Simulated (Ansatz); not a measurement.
# AgCl: the cost of one run

Program: Ansatz 0.2.0. Level of theory: the levels named in each step. These are calculated values, not measurements.

### Step 1. Starting point

Bond lengths: Cl1–Ag2 2.210 Å.

As a file:

```xyz
2

Cl    0.0000    0.0000    0.0000
Ag    0.0000    0.0000    2.2098
```

### Step 2. A rough first relaxation, PBE-D4/def2-SVP

This run stands in another session on the same molecule. It ended at:

```xyz
2

Cl    0.0000    0.0000   -0.0446
Ag    0.0000    0.0000    2.2544
```

### Step 3. Relaxation, PBE0-D4/def2-TZVPP

This run stands in another session on the same molecule. It ended at:

```xyz
2

Cl    0.0000    0.0000   -0.0373
Ag    0.0000    0.0000    2.2471
```

### Step 4. Bond length 2.0102 Å, PBE0-D4/def2-QZVPP

Contents of input.yaml:

```yaml
crystal:
  periodic: [false, false, false]
  atoms:
    - { symbol: Cl, position_ang: [0.0, 0.0, 0.0] }
    - { symbol: Ag, position_ang: [0.0, 0.0, 2.0102] }
basis:
  gaussian: { orbitals: def2-QZVPP.json }
hamiltonian:
  xc: pbe0
  dispersion: d4
```

On the command line:

```console
$ ansatz run input.yaml --threads 4 --pin off --max-ram 10240MiB --backend cpu --events-out ev --progress --plain --runs-dir out
```

Q: Estimate wall time and peak memory on 4 threads of Intel Xeon at 2.70GHz, shared host.

About 1.3 s, with a peak of 0.29 GiB.
